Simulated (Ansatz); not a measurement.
**K+ with Si₂H₆: superposition error and deformation**

Aim: split the binding of a pair into the counterpoise interaction, the basis-set superposition error and the cost of deforming the fragments.

The runs use Ansatz 0.2.0, Gaussian basis; PBE0-D4 structures, single points in def2-TZVPPD.

Levels: PBE-D4, revPBE-D4, BLYP-D4, r2SCAN-D4, B97M-V, PBE0-D4, B3LYP-D4, HSE06-D4, wB97X-V, wB97M-V, B2PLYP, Hartree-Fock, MP2, CCSD, CCSD(T).

Cores are frozen in the correlated methods. The outer core shell of Li, Na, Mg and K is correlated. B3LYP uses VWN-RPA correlation. B2PLYP carries no dispersion term here.

129 further runs of the same task are left out: 129 set aside as unsound or not needed. Runs told in other sessions of the task aren't counted.

**1. The starting structure**

The relaxed pair: 9 atoms, charge 1, spin multiplicity 1.

Atoms are counted from 1 here; the program's logs count them from 0.

Bond lengths: Si2–Si3 2.340 Å, Si2–H4 1.484 Å, Si2–H5 1.482 Å, Si2–H6 1.482 Å, Si3–H7 1.503 Å, Si3–H8 1.504 Å, Si3–H9 1.484 Å. Angles: Si3–Si2–H4 107.5°, Si3–Si2–H5 108.2°, Si3–Si2–H6 108.2°, H4–Si2–H5 110.7°, H4–Si2–H6 110.8°, H5–Si2–H6 111.3°, Si2–Si3–H7 111.3°, Si2–Si3–H8 111.2°, Si2–Si3–H9 115.9°, H7–Si3–H8 103.7°, H7–Si3–H9 107.0°, H8–Si3–H9 106.9°.

Geometry (Å):

```xyz
9

K    -0.5405    0.3120   -4.2274
Si   -0.3995   -0.3043    1.6193
Si    0.5392    0.2163   -0.4600
H    -1.8111   -0.6984    1.3847
H     0.3686   -1.4275    2.2068
H    -0.3269    0.9035    2.4755
H    -0.2352    1.3032   -1.1522
H     0.4449   -0.9478   -1.4069
H     1.9603    0.6432   -0.4398
```

Atoms 1 to 1 are fragment A (K+), the rest fragment B (Si₂H₆). From earlier runs, pair energy (eV) and counterpoise interaction (kJ/mol):

```
      method       E(pair)  interaction
      PBE-D4  -32158.97874       -39.64
   revPBE-D4  -32167.86563       -44.43
     BLYP-D4  -32173.19625       -46.45
   r2SCAN-D4  -32170.89482       -31.25
      B97M-V  -32165.23601       -29.90
     PBE0-D4  -32162.08646       -37.75
    B3LYP-D4  -32175.48932       -43.77
    HSE06-D4  -32161.46671       -37.72
     wB97X-V  -32168.71917       -29.68
     wB97M-V  -32170.85466       -30.38
      B2PLYP  -32162.51755       -28.37
Hartree-Fock  -32119.77098       -25.65
         MP2  -32131.16886       -28.67
     CCSD(T)  -32133.15790       -28.39
```

First each fragment is run alone in its own basis, frozen in the shape it has in the pair (a, b).

**2. wB97X-V/def2-TZVPPD**

a/in.yaml

```yaml
crystal:
  periodic: [false, false, false]
  atoms:
    - {symbol: K, position_ang: [-0.540492, 0.311998, -4.227386]}
basis:
  gaussian: {orbitals: "def2-TZVPPD.json"}
total_charge: 1
hamiltonian: {xc: {name: wB97X-V}}
```

b/in.yaml

```yaml
crystal:
  periodic: [false, false, false]
  atoms:
    - {symbol: Si, position_ang: [-0.399479, -0.304258, 1.619321]}
    - {symbol: Si, position_ang: [0.539247, 0.216277, -0.459983]}
    - {symbol: H, position_ang: [-1.811055, -0.698419, 1.384671]}
    - {symbol: H, position_ang: [0.368621, -1.427544, 2.206846]}
    - {symbol: H, position_ang: [-0.326853, 0.903471, 2.475470]}
    - {symbol: H, position_ang: [-0.235216, 1.303195, -1.152210]}
    - {symbol: H, position_ang: [0.444893, -0.947782, -1.406945]}
    - {symbol: H, position_ang: [1.960332, 0.643163, -0.439783]}
basis:
  gaussian: {orbitals: "def2-TZVPPD.json"}
hamiltonian: {xc: {name: wB97X-V}}
```

The basis file named in the input lies beside it (Basis Set Exchange, JSON).

The same command starts each run, in its folder.

The run is started by

```bash
$ ansatz run in.yaml --threads 4 --pin off --events-out ev --progress --plain --max-ram 9574MiB
```

Output in a:

```text
Functional definition: wB97X-V
  name "wB97X-V"
  cite "Mardirossian & Head-Gordon, Phys. Chem. Chem. Phys. 16, 9904 (2014) doi:10.1039/C3CP54374A"
  cite "Becke, J. Chem. Phys. 107, 8554 (1997) doi:10.1063/1.475007"
  cite "Vydrov & Van Voorhis, J. Chem. Phys. 133, 244103 (2010) doi:10.1063/1.3521275"
  parameter omega = 0.3/bohr
  parameter cx = 0.167
  parameter cx1 = 0.603
  parameter cx2 = 1.194
  parameter css0 = 0.556
  parameter css1 = -0.257
  parameter cos0 = 1.219
  parameter cos1 = -1.850
  parameter b = 6.0
  parameter c = 0.01
  exchange = spin_sum(e_x_unif_sr(omega)*poly(b97_u_x, 1 - cx, cx1, cx2)) + cx*exact_x_sr(omega) + exact_x_lr(omega)
  correlation = spin_sum(e_c_pw_same_spin*poly(b97_u_same, css0, css1))
      + integral(e_c_pw_opposite_spin*poly(b97_u_opposite, cos0, cos1)) + vv10(b, c)
294 factors; their error is unknown
80 factors; integrals over basis functions are off by at most 9.2e-5 eV
mean field evaluation 1: about -16317.7546 eV, gradient 5.6e-1 eV
mean field evaluation 2: about -16317.7547 eV, gradient 5.6e-1 eV
mean field evaluation 4: about -16317.7553 eV, gradient 1.1e-2 eV
mean field evaluation 8: about -16317.8030 eV, gradient 1.8e-4 eV
mean field -16317.80298627 eV, -599.6681991414 hartree, gradient 7.1e-6 eV, S^2 0.000000; 0 other end points of the search recorded, 0 dependent functions left out
reference -16317.80298498 eV, -599.6681990939 hartree; 9, 9 occupied and 27, 27 virtual orbitals, 294 factors
Total energy: -16317.80298498 eV, -599.6681990939 hartree
```

b printed, shortened:

```text
[... 5 set-up lines as earlier in the session ...]
[...]
      + integral(e_c_pw_opposite_spin*poly(b97_u_opposite, cos0, cos1)) + vv10(b, c)
984 factors; their error is unknown
296 factors; integrals over basis functions are off by at most 1.8e-5 eV
[...]
mean field -15850.60416195 eV, -582.4989590261 hartree, gradient 2.0e-5 eV, S^2 0.000000; 0 other end points of the search recorded, 0 dependent functions left out
reference -15850.60415963 eV, -582.4989589412 hartree; 17, 17 occupied and 181, 181 virtual orbitals, 984 factors
Total energy: -15850.60415963 eV, -582.4989589412 hartree
```

They took 0.7 s (a), 4.4 s (b) on 4 threads of Arm Neoverse V1, shared host.

**3. wB97M-V/def2-TZVPPD**

The same edit goes into each in.yaml of step 2 (a, b):

```diff
-hamiltonian: {xc: {name: wB97X-V}}
+hamiltonian: {xc: {name: wB97M-V}}
```

Each run has its own folder and the same command.

The run is started by

```bash
$ ansatz run in.yaml --threads 4 --pin off --events-out ev --progress --plain --max-ram 9574MiB
```

Log of a, shortened:

```text
Functional definition: wB97M-V
  name "wB97M-V"
  cite "Mardirossian & Head-Gordon, J. Chem. Phys. 144, 214110 (2016) doi:10.1063/1.4952647"
[... 2 set-up lines as earlier in the session ...]
  # Of w^i u^j: cxij and so on, Table III.
[...]
  gx(w, u) = 1 - cx + cx01*u + cx10*w
  gss(w, u) = css00 + css04*u^4 + css10*w + css20*w^2 + css43*w^4*u^3
  gos(w, u) = cos00 + cos10*w + (cos20 + cos21*u)*w^2 + (cos60 + cos61*u)*w^6
[...]
      + integral(e_c_pw_mod_opposite_spin*gos(b97_w_opposite, b97_u_opposite)) + vv10(b, c)
294 factors; their error is unknown
80 factors; integrals over basis functions are off by at most 9.2e-5 eV
[...]
mean field -16319.33110416 eV, -599.7243564378 hartree, gradient 8.1e-6 eV, S^2 0.000000; 0 other end points of the search recorded, 0 dependent functions left out
reference -16319.33114010 eV, -599.7243577587 hartree; 9, 9 occupied and 27, 27 virtual orbitals, 294 factors
Total energy: -16319.33114010 eV, -599.7243577587 hartree
```

b printed, shortened:

```text
[... 5 set-up lines as earlier in the session ...]
  # Of w^i u^j: cxij and so on, Table III.
[...]
  gx(w, u) = 1 - cx + cx01*u + cx10*w
  gss(w, u) = css00 + css04*u^4 + css10*w + css20*w^2 + css43*w^4*u^3
  gos(w, u) = cos00 + cos10*w + (cos20 + cos21*u)*w^2 + (cos60 + cos61*u)*w^6
[...]
      + integral(e_c_pw_mod_opposite_spin*gos(b97_w_opposite, b97_u_opposite)) + vv10(b, c)
974 factors; their error is unknown
296 factors; integrals over basis functions are off by at most 1.8e-5 eV
[...]
mean field -15851.20489795 eV, -582.5210356671 hartree, gradient 1.8e-5 eV, S^2 0.000000; 0 other end points of the search recorded, 0 dependent functions left out
reference -15851.20495587 eV, -582.5210377957 hartree; 17, 17 occupied and 181, 181 virtual orbitals, 974 factors
Total energy: -15851.20495587 eV, -582.5210377957 hartree
```

They took 0.75 s (a), 4.9 s (b) on 4 threads of Arm Neoverse V1, shared host; peak memory 0.53 GiB.

**4. B2PLYP/def2-TZVPPD**

Each input of step 3 (a, b) changes in the same lines:

```diff
-hamiltonian: {xc: {name: wB97M-V}}
+hamiltonian: {xc: {name: B2PLYP}}
```

The same command starts each run, in its folder.

The run is started by

```bash
$ ansatz run in.yaml --threads 4 --pin off --events-out ev --progress --plain --max-ram 9574MiB
```

a printed, shortened:

```text
Functional definition: B2PLYP
  name "B2PLYP"
  cite "Grimme, J. Chem. Phys. 124, 034108 (2006) doi:10.1063/1.2148954"
  cite "Becke, Phys. Rev. A 38, 3098 (1988) doi:10.1103/PhysRevA.38.3098"
  cite "Lee, Yang & Parr, Phys. Rev. B 37, 785 (1988) doi:10.1103/PhysRevB.37.785"
[...]
206 factors; integrals over basis functions are off by at most 1.5e-4 eV
[...]
mean field -16314.67160316 eV, -599.5531229344 hartree, gradient 5.3e-6 eV, S^2 0.000000; 0 other end points of the search recorded, 0 dependent functions left out
5 core orbitals not correlated: weight in the atoms' cores, before any rotation towards them, 1.000 or more for the frozen orbitals, at most 0.000 for the correlated occupied ones
reference -16314.67168109 eV, -599.5531257983 hartree; 4, 4 occupied and 27, 27 virtual orbitals, 206 factors
second order -4.82704404 eV of doubles, -0.00000000 eV of singles
Total energy: -16315.97498298 eV, -599.6010212594 hartree
```

Output in b, shortened:

```text
[... 5 set-up lines as earlier in the session ...]
[...]
1086 factors; integrals over basis functions are off by at most 6.9e-4 eV
[...]
mean field -15843.82180759 eV, -582.2497121007 hartree, gradient 7.1e-6 eV, S^2 0.000000; 0 other end points of the search recorded, 0 dependent functions left out
10 core orbitals not correlated: weight in the atoms' cores, before any rotation towards them, 1.000 or more for the frozen orbitals, at most 0.000 for the correlated occupied ones
reference -15843.82198084 eV, -582.2497184675 hartree; 7, 7 occupied and 181, 181 virtual orbitals, 1086 factors
second order -8.95790349 eV of doubles, -0.00000000 eV of singles
Total energy: -15846.24061478 eV, -582.3386016255 hartree
```

Wall times: 0.25 s (a), 2.4 s (b) on 4 threads of Arm Neoverse V1, shared host.

**5. B97M-V/def2-TZVPPD**

The same edit goes into each in.yaml of step 4 (a, b):

```diff
-hamiltonian: {xc: {name: B2PLYP}}
+hamiltonian: {xc: {name: B97M-V}}
```

One command serves all of them, each in its own folder.

The run is started by

```bash
$ ansatz run in.yaml --threads 4 --pin off --events-out ev --progress --plain --max-ram 9574MiB
```

Log of a, shortened:

```text
Functional definition: B97M-V
  name "B97M-V"
  cite "Mardirossian & Head-Gordon, J. Chem. Phys. 142, 074111 (2015) doi:10.1063/1.4907719"
[... 2 set-up lines as earlier in the session ...]
  # Of w^i u^j: cxij and so on, Table III.
[...]
  gx(w, u) = cx00 + cx01*u + cx02*u^2 + (cx10 + cx11*u)*w
  gss(w, u) = css00 + css02*u^2 + css10*w + (css32*w^3 + css42*w^4)*u^2
  gos(w, u) = cos00 + cos01*u + cos03*u^3 + cos10*w + cos32*w^3*u^2
[...]
      + integral(e_c_pw_mod_opposite_spin*gos(b97_w_opposite, b97_u_opposite)) + vv10(b, c)
286 factors; their error is unknown
[...]
mean field -16315.86215186 eV, -599.5968747921 hartree, gradient 7.4e-6 eV, S^2 0.000000; 0 other end points of the search recorded, 0 dependent functions left out
reference -16315.86217914 eV, -599.5968757948 hartree; 9, 9 occupied and 27, 27 virtual orbitals, 286 factors
Total energy: -16315.86217914 eV, -599.5968757948 hartree
```

b printed, shortened:

```text
[... 5 set-up lines as earlier in the session ...]
  # Of w^i u^j: cxij and so on, Table III.
[...]
  gx(w, u) = cx00 + cx01*u + cx02*u^2 + (cx10 + cx11*u)*w
  gss(w, u) = css00 + css02*u^2 + css10*w + (css32*w^3 + css42*w^4)*u^2
  gos(w, u) = cos00 + cos01*u + cos03*u^3 + cos10*w + cos32*w^3*u^2
[...]
      + integral(e_c_pw_mod_opposite_spin*gos(b97_w_opposite, b97_u_opposite)) + vv10(b, c)
964 factors; their error is unknown
[...]
mean field -15849.06056062 eV, -582.4422327238 hartree, gradient 4.2e-5 eV, S^2 0.000000; 0 other end points of the search recorded, 0 dependent functions left out
reference -15849.06062958 eV, -582.4422352581 hartree; 17, 17 occupied and 181, 181 virtual orbitals, 964 factors
Total energy: -15849.06062958 eV, -582.4422352581 hartree
```

They took 0.55 s (a), 4.4 s (b) on 4 threads of Arm Neoverse V1, shared host.

**6. CCSD(T)/def2-TZVPPD**

The same edit goes into each in.yaml of step 5 (a, b):

```diff
-hamiltonian: {xc: {name: B97M-V}}
+correlation: {method: ccsd_t}
```

Each run has its own folder and the same command.

The run is started by

```bash
$ ansatz run in.yaml --threads 4 --pin off --events-out ev --progress --plain --max-ram 9574MiB
```

a printed, shortened:

```text
Functional definition: HF
  name "HF"
  cite "Fock, Z. Phys. 61, 126 (1930) doi:10.1007/BF01340294"
  parent pbe
[...]
206 factors; integrals over basis functions are off by at most 1.5e-4 eV
[...]
mean field -16299.78475555 eV, -599.0060413757 hartree, gradient 2.4e-6 eV, S^2 0.000000; 0 other end points of the search recorded, 0 dependent functions left out
5 core orbitals not correlated: weight in the atoms' cores, before any rotation towards them, 1.000 or more for the frozen orbitals, at most 0.000 for the correlated occupied ones
reference -16299.78475555 eV, -599.0060413757 hartree; 4, 4 occupied and 27, 27 virtual orbitals, 206 factors
second order -4.10192687 eV of doubles, -0.00000000 eV of singles
cycle   1  -4.37575722 eV  change   -2.7e-1 eV  update   1.9e-2
[...]
cycle   6  -4.41655001 eV  change   -2.1e-6 eV  update   3.3e-6
perturbative correction -0.04592391 eV, -0.0016876725 hartree
Total energy: -16304.24722947 eV, -599.1700342674 hartree
```

b printed, shortened:

```text
[... 4 set-up lines as earlier in the session ...]
[...]
1086 factors; integrals over basis functions are off by at most 6.9e-4 eV
[...]
mean field -15819.71786910 eV, -581.3639086996 hartree, gradient 8.9e-6 eV, S^2 0.000000; 0 other end points of the search recorded, 0 dependent functions left out
10 core orbitals not correlated: weight in the atoms' cores, before any rotation towards them, 1.000 or more for the frozen orbitals, at most 0.000 for the correlated occupied ones
reference -15819.71786910 eV, -581.3639086996 hartree; 7, 7 occupied and 181, 181 virtual orbitals, 1086 factors
second order -7.24984114 eV of doubles, -0.00000000 eV of singles
cycle   1  -8.24410848 eV  change   -9.9e-1 eV  update   7.5e-2
[...]
cycle   8  -8.61964903 eV  change   -1.1e-5 eV  update   1.4e-5
perturbative correction -0.26048699 eV, -0.0095727202 hartree
Total energy: -15828.59800512 eV, -581.6902476790 hartree
```

They took 0.15 s (a), 13 s (b) on 4 threads of Arm Neoverse V1, shared host; peak memory 2.1 GiB.

**7. Relaxing Si₂H₆ alone**

relax-b/in.yaml

```yaml
crystal:
  periodic: [false, false, false]
  atoms:
    - {symbol: Si, position_ang: [-0.399479, -0.304258, 1.619321]}
    - {symbol: Si, position_ang: [0.539247, 0.216277, -0.459983]}
    - {symbol: H, position_ang: [-1.811055, -0.698419, 1.384671]}
    - {symbol: H, position_ang: [0.368621, -1.427544, 2.206846]}
    - {symbol: H, position_ang: [-0.326853, 0.903471, 2.475470]}
    - {symbol: H, position_ang: [-0.235216, 1.303195, -1.152210]}
    - {symbol: H, position_ang: [0.444893, -0.947782, -1.406945]}
    - {symbol: H, position_ang: [1.960332, 0.643163, -0.439783]}
basis:
  gaussian: {orbitals: def2-TZVP}
hamiltonian: {xc: pbe0, dispersion: d4}
relax: {f_tol: 0.005, max_steps: 200}
```

The run is started by

```bash
$ ansatz run in.yaml --threads 4 --pin off --events-out ev --progress --plain --max-ram 9574MiB
```

Output, shortened:

```text
Functional definition: PBE0
  name "PBE0"
  cite "Adamo & Barone, J. Chem. Phys. 110, 6158 (1999) doi:10.1063/1.478522"
  cite "Perdew, Burke & Ernzerhof, Phys. Rev. Lett. 77, 3865 (1996) doi:10.1103/PhysRevLett.77.3865"
[... 1 set-up line as earlier in the session ...]
[...]
800 factors; their error is unknown
[...]
mean field -15846.19154210 eV, -582.3367982378 hartree, gradient 4.8e-5 eV, S^2 0.000000; 0 other end points of the search recorded, 0 dependent functions left out
[...]
reference -15846.19157551 eV, -582.3367994656 hartree; 17, 17 occupied and 93, 93 virtual orbitals, 800 factors
relax step   1: F+E_penalty+E_count = -15846.30091952 eV  Δ(F+E_penalty+E_count) = +0.000e0 eV  max|allowed force component| = 7.311e-1 eV/Å  Δτ_max = 0.0000 Å  (21 SCF iters, accepted)
[...]
reference -15846.23061549 eV, -582.3382341585 hartree; 17, 17 occupied and 93, 93 virtual orbitals, 800 factors
Total energy: -15846.34006771 eV, -582.3422564532 hartree
Atom 0 at    -0.385761    -0.294910     1.575231 Å, force    -0.003708    -0.001393     0.000658 eV/Å
Atom 1 at     0.523489     0.217597    -0.517213 Å, force     0.000616     0.000266    -0.000384 eV/Å
Atom 2 at    -1.808549    -0.702995     1.426535 Å, force    -0.001545    -0.001008     0.003758 eV/Å
Atom 3 at     0.365963    -1.411870     2.207810 Å, force     0.001602    -0.000336    -0.001786 eV/Å
Atom 4 at    -0.321820     0.889667     2.472734 Å, force     0.000778     0.001711    -0.001655 eV/Å
Atom 5 at    -0.236344     1.329710    -1.148606 Å, force     0.000131     0.001576    -0.000952 eV/Å
Atom 6 at     0.457906    -0.970240    -1.410272 Å, force     0.000681    -0.000876    -0.001267 eV/Å
Atom 7 at     1.945606     0.631145    -0.378833 Å, force     0.001444     0.000060     0.001629 eV/Å
Dipole moment:     0.001128     0.000298     0.000415 e Å
```

Wall time 3 s (4 threads of Arm Neoverse V1, shared host).

Along the way:

```
step  energy from step 1 (eV)  largest force component (eV/Å)
   1                   0.0000                          0.7311
   2                  -0.0323                          0.1578
   3                  -0.0391                          0.0038
```

Distances of close pairs at the start and the end, largest changes first:

```csv
bond,before (Å),after (Å),change (Å)
Si2–H7,1.504,1.488,-0.016
Si2–H6,1.503,1.488,-0.016
Si1–H5,1.482,1.488,+0.005
Si1–H4,1.482,1.488,+0.005
Si2–H8,1.484,1.487,+0.004
Si1–H3,1.484,1.488,+0.003
Si1–Si2,2.340,2.338,-0.002
```

**8. PBE-D4/def2-TZVPPD**

free-b/in.yaml

```yaml
crystal:
  periodic: [false, false, false]
  atoms:
    - {symbol: Si, position_ang: [-0.385761, -0.294910, 1.575231]}
    - {symbol: Si, position_ang: [0.523489, 0.217597, -0.517213]}
    - {symbol: H, position_ang: [-1.808549, -0.702995, 1.426535]}
    - {symbol: H, position_ang: [0.365963, -1.411870, 2.207810]}
    - {symbol: H, position_ang: [-0.321820, 0.889667, 2.472734]}
    - {symbol: H, position_ang: [-0.236344, 1.329710, -1.148606]}
    - {symbol: H, position_ang: [0.457906, -0.970240, -1.410272]}
    - {symbol: H, position_ang: [1.945606, 0.631145, -0.378833]}
basis:
  gaussian: {orbitals: "def2-TZVPPD.json"}
hamiltonian: {xc: pbe, dispersion: d4}
```

The run is started by

```bash
$ ansatz run in.yaml --threads 4 --pin off --events-out ev --progress --plain --max-ram 9574MiB
```

Output:

```text
Functional definition: PBE
  name "PBE"
[... 2 set-up lines as earlier in the session ...]
  parameter kappa = 0.804
  parameter beta = 0.06672455060314922
  exchange = pbe_x(kappa = kappa, mu = beta*pi^2/3)
  correlation = pbe_c(beta = beta)
964 factors; their error is unknown
mean field evaluation 1: about -15843.1745 eV, gradient 1.8e1 eV
mean field evaluation 2: about -15844.1510 eV, gradient 9.9e0 eV
mean field evaluation 4: about -15844.5133 eV, gradient 5.3e-1 eV
mean field evaluation 8: about -15844.4837 eV, gradient 8.4e-3 eV
mean field -15844.48371512 eV, -582.2740367540 hartree, gradient 4.4e-5 eV, S^2 0.000000; 0 other end points of the search recorded, 0 dependent functions left out
reference -15844.48376137 eV, -582.2740384535 hartree; 17, 17 occupied and 181, 181 virtual orbitals, 964 factors
Total energy: -15844.61356445 eV, -582.2788086286 hartree
```

Run time: 1.1 s. Hardware: 4 threads of Arm Neoverse V1, shared host.

**9. r2SCAN-D4/def2-TZVPPD**

Edit free-b/in.yaml of step 8 so:

```diff
@@ -13,2 +13,2 @@
   gaussian: {orbitals: "def2-TZVPPD.json"}
-hamiltonian: {xc: pbe, dispersion: d4}
+hamiltonian: {xc: r2scan, dispersion: d4}
```

The run is started by

```bash
$ ansatz run in.yaml --threads 4 --pin off --events-out ev --progress --plain --max-ram 9574MiB
```

Output:

```text
Functional definition: r2SCAN
  name "r2SCAN"
  cite "Furness, Kaplan, Ning, Perdew & Sun, J. Phys. Chem. Lett. 11, 8208 (2020) doi:10.1021/acs.jpclett.0c02405"
  cite "Furness, Kaplan, Ning, Perdew & Sun, J. Phys. Chem. Lett. 11, 9248 (2020) doi:10.1021/acs.jpclett.0c03077"
  parent r2scan
  parameter k0 = 0.174
  parameter k1 = 0.065
  parameter a1 = 4.9479
  exchange = r2scan_x(k0 = k0, k1 = k1, a1 = a1)
  correlation = r2scan_c
964 factors; their error is unknown
mean field evaluation 1: about -15850.7245 eV, gradient 1.5e1 eV
mean field evaluation 2: about -15851.3759 eV, gradient 7.6e0 eV
mean field evaluation 4: about -15851.5418 eV, gradient 4.7e-1 eV
mean field evaluation 8: about -15851.5094 eV, gradient 3.7e-3 eV
mean field -15851.50936570 eV, -582.5322246507 hartree, gradient 2.9e-5 eV, S^2 0.000000; 0 other end points of the search recorded, 0 dependent functions left out
reference -15851.50937978 eV, -582.5322251680 hartree; 17, 17 occupied and 181, 181 virtual orbitals, 964 factors
Total energy: -15851.53969755 eV, -582.5333393255 hartree
```

Wall time 2 s (4 threads of Arm Neoverse V1, shared host).

**10. PBE0-D4/def2-TZVPPD**

Edit free-b/in.yaml of step 9 so:

```diff
@@ -13,2 +13,3 @@
   gaussian: {orbitals: "def2-TZVPPD.json"}
-hamiltonian: {xc: r2scan, dispersion: d4}
+hamiltonian: {xc: pbe0, dispersion: d4}
+output: {orbitals: {seedname: orbitals}}
```

The run is started by

```bash
$ ansatz run in.yaml --threads 4 --pin off --events-out ev --progress --plain --max-ram 9574MiB
```

Output, shortened:

```text
[... 5 set-up lines as earlier in the session ...]
  parameter a = 0.25
[... 2 set-up lines as earlier in the session ...]
  exchange = (1 - a)*pbe_x(kappa = kappa, mu = beta*pi^2/3) + a*exact_x
[... 1 set-up line as earlier in the session ...]
998 factors; their error is unknown
mean field evaluation 1: about -15845.8058 eV, gradient 1.1e1 eV
mean field evaluation 2: about -15846.1677 eV, gradient 4.8e0 eV
mean field evaluation 4: about -15846.2348 eV, gradient 2.4e-1 eV
mean field evaluation 8: about -15846.2632 eV, gradient 3.6e-1 eV
mean field -15846.26339454 eV, -582.3394387664 hartree, gradient 3.5e-5 eV, S^2 0.000000; 0 other end points of the search recorded, 0 dependent functions left out
reference -15846.26342853 eV, -582.3394400155 hartree; 17, 17 occupied and 181, 181 virtual orbitals, 998 factors
Total energy: -15846.37288075 eV, -582.3434623102 hartree
```

Run time: 1.5 s. Hardware: 4 threads of Arm Neoverse V1, shared host.

(Part 1 of 2 ends here.)
